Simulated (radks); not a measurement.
**Fractional charge and spin in the 4s shell of bromine**

The task here is to estimate one member of a computed series from the others.

The numbers are computed with radks (a radial shooting solver on a logarithmic mesh, Libxc functionals) version 1 (scalar-relativistic Kohn-Sham, SCAN, spin-polarised, spherical densities, finite nucleus), except any that are marked as measured or tabulated.

### The atom as given

| Quantity | Value |
| --- | --- |
| element | bromine (Z = 35) |
| configuration | [Ar] 3d10 4p(up 1, down 1) 4s(up 1, down 1) |
| nuclear rms radius | 4.1629 fm |

A shell typed twice in an input gives spin up, then spin down.

Set-up of the first run:

The run's settings:

```text
Z 35
configuration [Ar] 3d10 4p1 4p1 4s1 4s1
relativity scalar-relativistic
functional scan,scan
spin polarised
nucleus finite rms 4.1629 fm
c 137.035999084
```

Steps of the session up to this table: 4s: up 1, down 1.

One table of the session follows, with a row left open; its other results are not shown here.

It belongs to the step «4s: up 1, down 1». Sizes of the orbitals, from the radial functions (bohr):

| level | <r> | outermost maximum (interpolated) | 90 % within | nodes |
| --- | --- | --- | --- | --- |
| 1s | 0.04275 | 0.0279 | 0.0765 | 0 |
| 2s | 0.1893 | 0.159 | 0.293 | 1 |
| 2p | 0.1654 | 0.128 | 0.270 | 0 |
| 3s | 0.5498 | 0.483 | 0.818 | 2 |
| 3p | ? | ? | ? | ? |
| 3d | 0.5870 | 0.432 | 0.965 | 0 |
| 4s | 1.553 | 1.37 | 2.27 | 3 |
| 4p | 1.758 | 1.55 | 2.59 | 2 |

Q: Estimate the row for 3p from the others.

As computed: <r>: 0.5627; outermost maximum (interpolated): 0.481; 90 % within: 0.858; nodes: 1. In the column «<r>» it lies between 3s (0.5498) and 3d (0.5870).
